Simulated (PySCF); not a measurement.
# C3H7ClSi: the cost of one run

The runs use PySCF 2.14.0; levels as typed in each script, gas phase, geometry from GFN2-xTB.

### Step 1. Where the work starts

12 atoms, charge 0, spin multiplicity 1.

Bond lengths: C1–C2 1.489 Å, C1–H6 1.090 Å, C1–H7 1.090 Å, C1–H8 1.086 Å, C2–C3 1.329 Å, C2–H9 1.086 Å, C3–Si4 1.882 Å, C3–H10 1.084 Å, Si4–Cl5 2.028 Å, Si4–H11 1.462 Å, Si4–H12 1.463 Å. Angles: C2–C1–H6 110.0°, C2–C1–H7 109.8°, C2–C1–H8 111.6°, H6–C1–H7 107.4°, H6–C1–H8 109.1°, H7–C1–H8 108.8°, C1–C2–C3 126.0°, C1–C2–H9 114.3°, C3–C2–H9 119.7°, C2–C3–Si4 127.2°, C2–C3–H10 117.1°, Si4–C3–H10 115.6°, C3–Si4–Cl5 110.2°, C3–Si4–H11 108.9°, C3–Si4–H12 112.6°, Cl5–Si4–H11 107.2°, Cl5–Si4–H12 107.1°, H11–Si4–H12 110.6°.

As a file:

```mol
C3H7ClSi
  3D, bonds by distance, orders not assigned

 12 11  0  0  0  0  0  0  0  0999 V2000
    2.0499   -1.0825   -0.3964 C   0  0
    1.9989    0.1801    0.3903 C   0  0
    0.9688    1.0168    0.4578 C   0  0
   -0.6929    0.8488   -0.4087 Si  0  0
   -1.6797   -0.7850    0.2768 Cl  0  0
    2.8847   -1.0518   -1.0968 H   0  0
    2.2162   -1.9269    0.2726 H   0  0
    1.1288   -1.2482   -0.9477 H   0  0
    2.9049    0.3950    0.9485 H   0  0
    1.0876    1.8982    1.0770 H   0  0
   -1.5136    2.0158   -0.0909 H   0  0
   -0.5585    0.6931   -1.8573 H   0  0
  1  2  8  0
  2  3  8  0
  3  4  8  0
  4  5  8  0
  1  6  8  0
  1  7  8  0
  1  8  8  0
  2  9  8  0
  3 10  8  0
  4 11  8  0
  4 12  8  0
M  END
```

### Step 2. Density, bond paths and surface potential (wB97X/def2-svpd)

The input, input.py:

```python
import numpy as np
from pyscf import gto, scf, dft
from pyscf.scf import atom_ks, atom_hf
from scipy.linalg import block_diag

def solve(mol, dm0=None, hcore=None):
    mf = (dft.UKS if mol.spin else dft.RKS)(mol, xc='wb97x')
    mf.grids.level = 3
    mf = mf.density_fit(auxbasis='def2-universal-jkfit')
    mf.conv_tol, mf.max_cycle = 1e-8, 80
    if hcore is not None:
        mf.get_hcore = lambda *args: hcore
    mf.kernel(dm0)
    if not mf.converged:
        mf = mf.newton().run(mf.mo_coeff, mf.mo_occ, max_cycle=30)
    assert mf.converged, 'SCF not converged'
    return mf

mol = gto.M(atom='''
C      2.04992    -1.08248    -0.39639
C      1.99886     0.18014     0.39033
C      0.96882     1.01683     0.45785
Si    -0.69286     0.84879    -0.40865
Cl    -1.67973    -0.78500     0.27676
H      2.88466    -1.05178    -1.09679
H      2.21620    -1.92692     0.27257
H      1.12881    -1.24816    -0.94766
H      2.90485     0.39498     0.94848
H      1.08756     1.89818     1.07698
H     -1.51365     2.01578    -0.09088
H     -0.55846     0.69305    -1.85728
''', basis='def2-svpd', charge=0, spin=0, verbose=4)
mf = solve(mol)
mf.analyze()
# spherically averaged free atoms, for the promolecule
atm = atom_ks.get_atm_nrks(mol, xc='wb97x')
pro = block_diag(*[(atm[a[0]][2] * atm[a[0]][3]) @ atm[a[0]][2].T for a in mol._atom])
np.savez('result.npz', e=mf.e_tot, c=mf.mo_coeff, occ=mf.mo_occ, eps=mf.mo_energy, pro=pro, dip=mf.dip_moment(verbose=0), s2=mf.spin_square()[0])
```

Run with:

```sh
OMP_NUM_THREADS=1 python input.py
```

Q: Estimate wall time and peak memory on 1 thread of Intel Xeon Platinum 8488C (Sapphire Rapids), shared host.

About 19 s, with a peak of 0.69 GiB.
